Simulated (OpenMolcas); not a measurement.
# One shape, several levels: doublet BrF+

We compute a comparison of 6 runs (UHF/3-21G, UHF/cc-pVTZ, UB3LYP/6-31G*, UBHLYP/cc-pVTZ, UPBE/cc-pVTZ, ROMP2/cc-pVTZ) of doublet BrF+. 

The results are computed with OpenMolcas 26.06.

3 further runs of the same task are left out: 3 that didn't finish.

## 1. The structure to begin with

BrF+: 2 atoms, total charge +1, spin state doublet. SMILES of the parent species: `FBr`. The coordinates come from a PBE0-D4/def2-TZVP relaxation. That shape belongs to the parent species and isn't relaxed for this state.

Bond lengths: F1–Br2 1.754 Å.

## 2. A single-point energy at UHF/3-21G (run 1)

The input, job.inp:

```
>>> EXPORT MOLCAS_PRINT=2
&GATEWAY
BasLib=$CurrDir
Coord
2
angstrom
F        0.000000       0.000000       0.023210
Br       0.000000       0.000000       1.776730
Basis=3-21G
Group=NoSym
&SEWARD
&SCF
UHF
Charge=1
Spin=2
Thresholds=1e-10 1e-07 1e-07 1e-05
PrOrbitals=1 1
```

The basis set 3-21G is read from a file made from the Basis Set Exchange's data (not shown).

Run with:

```sh
$ export MOLCAS_MEM=1860
$ pymolcas job.inp > job.log
```

Standard output:

```text
--- Start Module: gateway ---
[...]
--- Stop Module: gateway /rc=_RC_ALL_IS_WELL_ ---
--- Start Module: seward ---
[...]
      Basis functions           31
--- Stop Module: seward /rc=_RC_ALL_IS_WELL_ ---
--- Start Module: scf ---
[...]
       Convergence after  32 Iterations
[...]
::    Total SCF energy                              -2658.4724956874
[...]
      Total spin, S                                     0.5474048069
[...]
      Total electronic charge=   43.000000
      Total            charge=    1.000000
[...]
      Dipole Moment (debye):
      Origin of the operator (angstrom)=    0.0000    0.0000    1.4365
                   X= -1.2220E-15               Y=  7.3228E-16               Z=  2.0981E+00           Total=  2.0981E+00
      Center of Charge (angstrom)
[...]
--- Stop Module: scf /rc=_RC_ALL_IS_WELL_ ---
[...]
```

Wall time 1.9 s (1 thread of Arm Neoverse V2, shared host); peak memory 0.37 GiB.

## 3. The energy at UHF/cc-pVTZ (run 2)

The input, test.inp:

```
&GATEWAY
  BasLib=$CurrDir
  Coord
  2
  angstrom
  F        0.000000       0.000000       0.023210
  Br       0.000000       0.000000       1.776730
  Basis=cc-pVTZ
  Group=NoSym

&SEWARD

&SCF
  UHF
  Charge=1
  Spin=2
  Thresholds=1e-10 1e-07 1e-07 1e-05
  PrOrbitals=0
```

The basis set cc-pVTZ is read from a file made from the Basis Set Exchange's data (not shown).

Run with:

```sh
$ export MOLCAS_MEM=1860
$ pymolcas test.inp > test.log
```

Standard output:

```text
--- Start Module: gateway ---
[...]
--- Stop Module: gateway /rc=_RC_ALL_IS_WELL_ ---
--- Start Module: seward ---
[...]
      Basis functions           73
--- Stop Module: seward /rc=_RC_ALL_IS_WELL_ ---
[...]
--- Start Module: scf ---
[...]
       Convergence after  30 Iterations
[...]
::    Total SCF energy                              -2671.4547192107
[...]
      Total spin, S                                     0.5082967332
[...]
      Total electronic charge=   43.000000
      Total            charge=    1.000000
[...]
      Dipole Moment (debye):
      Origin of the operator (angstrom)=    0.0000    0.0000    1.4365
                   X=  6.6637E-16               Y=  9.2441E-16               Z=  2.2124E+00           Total=  2.2124E+00
      Center of Charge (angstrom)
[...]
--- Stop Module: scf /rc=_RC_ALL_IS_WELL_ ---
[...]
```

Run time: 4.2 s. Hardware: 1 thread of Arm Neoverse V2, shared host; peak memory 0.42 GiB.

Runs 3 to 4 aren't shown in full; the table further down has their settings and results.

## 4. A single-point energy at UPBE/cc-pVTZ (run 5)

The input, calc.input:

```
&GATEWAY
 BasLib = $CurrDir
 Coord
 2
 angstrom
 F        0.000000       0.000000       0.023210
 Br       0.000000       0.000000       1.776730
 Basis = cc-pVTZ
 Group = NoSym

&SEWARD
 GridInput
 Grid=UltraFine
 End of Grid

&SCF
 UHF
 Charge = 1
 Spin = 2
 KSDFT = PBE
 Thresholds = 1e-10 1e-07 1e-07 1e-05
 PrOrbitals = 1 1
```

The basis set cc-pVTZ is read from a file made from the Basis Set Exchange's data (not shown).

Run with:

```sh
$ export MOLCAS_MEM=1860
$ pymolcas calc.input > calc.log
```

Standard output:

```text
--- Start Module: gateway ---
[...]
--- Stop Module: gateway /rc=_RC_ALL_IS_WELL_ ---
--- Start Module: seward ---
[...]
      Basis functions           73
--- Stop Module: seward /rc=_RC_ALL_IS_WELL_ ---
[...]
--- Start Module: scf ---
[...]
       Convergence after  33 Iterations
[...]
::    Total KS-DFT energy                           -2673.1183841478
[...]
      Total spin, S                                     0.5008865058
[...]
      Total electronic charge=   43.000000
      Total            charge=    1.000000
[...]
      Dipole Moment (debye):
      Origin of the operator (angstrom)=    0.0000    0.0000    1.4365
                   X= -1.7110E-14               Y= -5.0668E-15               Z=  1.3404E+00           Total=  1.3404E+00
      Center of Charge (angstrom)
[...]
--- Stop Module: scf /rc=_RC_ALL_IS_WELL_ ---
[...]
```

It took 22 s on 1 thread of Arm Neoverse V2, shared host; peak memory 0.42 GiB.

## 5. The energy at ROMP2/cc-pVTZ (run 6)

The input, test.inp:

```
&GATEWAY
 BasLib=$CurrDir
 Coord
 2
 angstrom
 F        0.000000       0.000000       0.023210
 Br       0.000000       0.000000       1.776730
 Basis=cc-pVTZ
 Group=NoSym

&SEWARD

&SCF
 UHF
 Charge=1
 Spin=2
 Thresholds=1e-10 1e-07 1e-07 1e-05
 PrOrbitals=1 1

&RASSCF
 FileOrb=$Project.UnaOrb
 Spin=2
 Nactel=1 0 0
 Inactive=21
 Ras2=1
 OutOrbitals=Canonical
 OrbListing=Few

&CASPT2
 IPEA=0.0
 Frozen=10
```

The basis set cc-pVTZ is read from a file made from the Basis Set Exchange's data (not shown).

Run with:

```sh
$ export MOLCAS_MEM=1860
$ pymolcas test.inp > test.log
```

Standard output:

```text
--- Start Module: gateway ---
[...]
--- Stop Module: gateway /rc=_RC_ALL_IS_WELL_ ---
[...]
      Basis functions           73
[...]
       Convergence after  30 Iterations
[...]
::    Total SCF energy                              -2671.4547192107
[...]
      Total spin, S                                     0.5082967332
[...]
--- Start Module: rasscf ---
[...]
      Number of active orbitals                  1
[...]
      Spin quantum number                      0.5
[...]
      Active orbitals                            1
[...]
      Number of CSFs                             1
[...]
      Number of root(s) required                 1
[...]
      Convergence after  8 iterations
[...]
      printout of CI-coefficients larger than  0.05 for root  1
      energy=   -2671.449203
      conf/sym  1     Coeff  Weight
             1  u   1.00000 1.00000
      Natural orbitals and occupation numbers for root  1
      sym 1:   1.000000
      ************************************************************************************************************************
      *                                                    Final results                                                     *
[...]
::    RASSCF root number  1 Total energy:  -2671.44920282
[...]
      Total electronic charge=   43.000000
      Total            charge=    1.000000
[...]
      Dipole Moment (debye):
      Origin of the operator (angstrom)=    0.0000    0.0000    1.4365
                   X=  4.4218E-09               Y=  1.1393E-08               Z=  2.2323E+00           Total=  2.2323E+00
      Center of Charge (angstrom)
[...]
--- Stop Module: rasscf /rc=_RC_ALL_IS_WELL_ ---
[...]
--- Start Module: caspt2 ---
[...]
 ###    WARNING: User changed nr of frozen orbitals.                         ###
 ###############################################################################
[...]
      E2 (Variational):          -0.4681484861
      Total energy:           -2671.9173513053
[...]
      Reference weight:           0.89034
[...]
::    CASPT2 Root  1     Total energy:  -2671.91735131
[...]
--- Stop Module: caspt2 /rc=_RC_ALL_IS_WELL_ ---
[...]
```

Run time: 6 s. Hardware: 1 thread of Arm Neoverse V2, shared host; peak memory 0.42 GiB.

## 6. The series

```
run                                level  integration grid  frozen core orbitals   energy (Eh)  HOMO energy (eV)  LUMO energy (eV)   ⟨S²⟩  wall time
  1                            UHF/3-21G                 –                     –  -2658.472496            -20.78            -10.25  0.847      1.9 s
  2                          UHF/cc-pVTZ                 –                     –  -2671.454719            -21.21            -10.14  0.767      4.2 s
  3  UB3LYP/6-31G* (spherical functions)         UltraFine                     –  -2673.208734            -17.16            -15.13  0.752      8.7 s
  4                       UBHLYP/cc-pVTZ         UltraFine                     –  -2673.530728            -19.03            -13.71  0.755       19 s
  5                         UPBE/cc-pVTZ         UltraFine                     –  -2673.118384            -15.94            -15.81  0.752       22 s
  6                        ROMP2/cc-pVTZ                 –                    10  -2671.917351                 –                 –      –        6 s
```

## 7. Outcome

```
           quantity           value
run 6: total energy  -2671.91735 Eh
```

Totals of different functionals can't be ranked against each other. All runs together took 62 s, the longest 22 s.
